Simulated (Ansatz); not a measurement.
# Li2ZnO2: the cost of one run

Program: Ansatz 0.2.0. Level of theory: DFT PBE, scalar-relativistic, plane waves, PAW. These are calculated values, not measurements.

## Step 1: The system as given

The structure is tetragonal, space group P4/mmm (No. 123). The conventional cell has a = 3.548 Å, b = 3.548 Å, c = 4.813 Å, α = 90.00°, β = 90.00°, γ = 90.00°. Around Li (site symmetry mmm) lie 4 O at 2.17 Å. Around Zn (site symmetry 4/mmm) lie 8 O at 2.76 Å and 8 Li at 2.99 Å. O (site symmetry 4mm) is surrounded by 4 Li at 2.17 Å and 4 Zn at 2.76 Å.

Structure file:

```xyz
5
Lattice="3.5478 0.0000 0.0000 0.0000 3.5478 0.0000 0.0000 0.0000 4.8125" Properties=species:S:1:pos:R:3 pbc="T T T"
Li    0.0000    1.7739    2.4063
Li    1.7739    0.0000    2.4063
Zn    0.0000    0.0000    0.0000
O     1.7739    1.7739    1.1550
O     1.7739    1.7739    3.6575
```

A structure generator made this guess: species swapped into a database cell of CeMg2Si2 (P4/mmm, No. 123), with Zn on the Ce sites, Li on the Mg sites and O on the Si sites. Its size is a rough estimate.

## Step 2: Probe: one point on a coarse mesh

input.yaml reads:

```yaml
crystal:
  lattice:
    - [3.54781295, 0.0, 0.0]
    - [0.0, 3.54781295, 0.0]
    - [0.0, 0.0, 4.81250381]
  atoms:
    - { symbol: Li, position: [0.0, 0.5, 0.5] }
    - { symbol: Li, position: [0.5, 0.0, 0.5] }
    - { symbol: Zn, position: [0.0, 0.0, 0.0] }
    - { symbol: O, position: [0.5, 0.5, 0.23999999] }
    - { symbol: O, position: [0.5, 0.5, 0.76000001] }
basis:
  ecutwfc: 420
kpoints:
  mp_grid: { grid: [6, 6, 4] }
hamiltonian:
  xc: pbe
scf:
  occupations: { method: gaussian, width: 0.1 }
  lower_state_search: "off"
output:
  forces: true
  stress: true
  eigenvalues: true
```

Started as:

```console
> ansatz run input.yaml --threads 1 --pin off --max-ram 2560MiB --backend cpu --events-out ev --progress --plain --runs-dir out
```

**Question.** How long does this run take on 1 thread of Intel Xeon 6975P-C (Granite Rapids), shared host, and how much memory does it need?

About 1 s, with a peak of 0.39 GiB.
